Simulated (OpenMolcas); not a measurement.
# Au⁵⁺ among point charges: CASSCF and CASPT2 levels and susceptibility

How does a field of 2 point charges split the states of Au⁵⁺, and what χT follows?

Method: state-averaged CASSCF and CASPT2, spin-orbit coupling by RASSI with atomic mean-field integrals. Code: OpenMolcas 26.06.

### Step 1. Starting point

```
Species                           : Au⁵⁺ (gold, Z = 79, 74 electrons)
Basis                             : ANO-RCC-VDZP [7s6p4d2f], 59 functions
Scalar Hamiltonian                : DKH2, point nucleus
Inactive shells                   : 1s 2s 2p 3s 3p 3d 4s 4p 4d 4f 5s 5p
Active space                      : 6 electrons in 5 orbitals (5d)
Some configurations of this space : 5d⁶
Orbitals                          : optimised for each spin and parity, averaged over all roots
```

The outer shells:

5d6
```
5d [↑↓][↑ ][↑ ][↑ ][↑ ]
```

The ion sits among 2 point charges of -3 e arranged as a linear pair (D∞h), 2.04 Å from the ion.

Each step is its own input file, run in one work folder so that later steps find the files of earlier ones. Labels, J, g values, rates, χT and fits are worked out afterwards by a script from the matrices that RASSI stores. The input lists half of the charges; inversion (Group=XYZ) makes the rest.

### Step 2. Basis and integrals

a.inp reads:

```
&GATEWAY
Coord
1

Au 0.0 0.0 0.0
Basis=ANO-RCC-VDZP
Group=XYZ
NoMove
AngMom=0.0 0.0 0.0
AMFI
XField
1 Angstrom 0
0.000000 0.000000 2.040000 -3.000000
&SEWARD
```

Started as:

```bash
$ OMP_NUM_THREADS=1 MOLCAS_MEM=1689 MOLCAS_PROJECT=a pymolcas a.inp > a.log
```

### Step 3. CASSCF: quintets of even parity, 5 roots

a.inp reads:

```
&RASSCF
FileOrb=start.orb
Symmetry=1
Spin=5
nActEl=6 0 0
Inactive=15 19
Ras2=5 0
CIRoot=5 5 1
SDav=5
CIMx=300
Iter=120 100
PrWF=0.3
OrbListing=Nothing
MaxOrb=0
>>> COPY $Project.JobIph JOB001
```

start.orb holds the contracted functions of the basis, ordered by shell, or the orbitals of the step before.

### Step 4. Reference wave functions, triplets of even parity, 45 roots

a.inp reads:

```
&RASSCF
FileOrb=start.orb
Symmetry=1
Spin=3
nActEl=6 0 0
Inactive=15 19
Ras2=5 0
CIRoot=45 45 1
SDav=45
CIMx=300
Iter=120 100
PrWF=0.3
OrbListing=Nothing
MaxOrb=0
>>> COPY $Project.JobIph JOB002
```

### Step 5. CASSCF: singlets of even parity, 50 roots

a.inp reads:

```
&RASSCF
FileOrb=start.orb
Symmetry=1
Spin=1
nActEl=6 0 0
Inactive=15 19
Ras2=5 0
CIRoot=50 50 1
SDav=50
CIMx=300
Iter=120 100
PrWF=0.3
OrbListing=Nothing
MaxOrb=0
>>> COPY $Project.JobIph JOB003
```

### Step 6. RASSI: spin-orbit coupling between the states

a.inp reads:

```
&RASSI
NrOfJobIphs=3 5 45 50
1 2 3 4 5
1 2 3 4 5 6 7 8 9 10 11 12 13 14 15 16 17 18 19 20 21 22 23 24 25 26 27
28 29 30 31 32 33 34 35 36 37 38 39 40 41 42 43 44 45
1 2 3 4 5 6 7 8 9 10 11 12 13 14 15 16 17 18 19 20 21 22 23 24 25 26 27
28 29 30 31 32 33 34 35 36 37 38 39 40 41 42 43 44 45 46 47 48 49 50
IphNames
JOB001
JOB002
JOB003
EJob
SpinOrbit
DIPRint=1.0
SOCoupling=1000.0
Subsets=2
Property=9
'ANGMOM' 1 'ANGMOM' 2 'ANGMOM' 3 'MLTPL  1' 1 'MLTPL  1' 2 'MLTPL  1' 3
'AMFI' 1 'AMFI' 2 'AMFI' 3
SOProperty=3
'ANGMOM' 1 'ANGMOM' 2 'ANGMOM' 3
```

### Step 7. CASPT2: IPEA 0.25, imaginary shift 0.1 (closed shells correlated: 5s 5p)

a.inp reads:

```
>>> COPY JOB001 $Project.JobIph
&CASPT2
Multistate=5 1 2 3 4 5
NoMult
Frozen=14 16
IPEA=0.25
Imaginary=0.1
MaxIter=60
WThr=0.0 0.3 0.05
PrWF=0.5
NoMix
>>> COPY JOB002 $Project.JobIph
&CASPT2
Multistate=45 1 2 3 4 5 6 7 8 9 10 11 12 13 14 15 16 17 18 19 20 21 22
23 24 25 26 27 28 29 30 31 32 33 34 35 36 37 38 39 40 41 42 43 44 45
NoMult
Frozen=14 16
IPEA=0.25
Imaginary=0.1
MaxIter=60
WThr=0.0 0.3 0.05
PrWF=0.5
NoMix
>>> COPY JOB003 $Project.JobIph
&CASPT2
Multistate=50 1 2 3 4 5 6 7 8 9 10 11 12 13 14 15 16 17 18 19 20 21 22
23 24 25 26 27 28 29 30 31 32 33 34 35 36 37 38 39 40 41 42 43 44 45 46
47 48 49 50
NoMult
Frozen=14 16
IPEA=0.25
Imaginary=0.1
MaxIter=60
WThr=0.0 0.3 0.05
PrWF=0.5
NoMix
```

(Steps that only read results are left out.)

What does the calculation give? Wanted: spin-free ground state; first state of the same spin within the active space; lowest level; next level.

**Answer**, as computed:

| quantity | value |
| --- | --- |
| method | SS-CASPT2, IPEA 0.25, imaginary shift 0.1 (closed shells correlated: 5s 5p) |
| spin-free ground state | 5Delta, 2-fold in its orbital part |
| first state of the same spin within the active space | 5Pi at 16700 cm⁻¹ |
| lowest level | 2-fold, g = 0.00, 0.00, 11.43 |
| next level | 3974.4 cm⁻¹ |
| χT at 300 K | 4.20 cm³ K/mol |
| effective moment at 300 K | 5.80 μB |

Cost by method:

```tsv
method	time of its own steps	time with the reference
A. CASSCF	17 s	17 s
B. SS-CASPT2, IPEA 0.25, imaginary shift 0.1, +5s 5p	5.3 s	23 s
```

Times are of one thread on a shared host.

The spin-free ground state (5Delta) comes to 100 % from free-ion D terms and keeps the highest spin of the shell. χT at 300 K is 4.20, against 3.01 cm³ K/mol for the spin alone, so orbital moment adds to it. An active space of the d shell alone favours high spin; real ions in strong fields can be low spin. CASPT2 does not keep the components of a term degenerate, and the means are used. The field of point charges can differ much from that of real complexes. With metal d orbitals alone active, the gaps between spin states are rough; where two lie within a few thousand cm-1, their order is open. Point charges carry no covalency, so the field is a model and not that of real ligands.
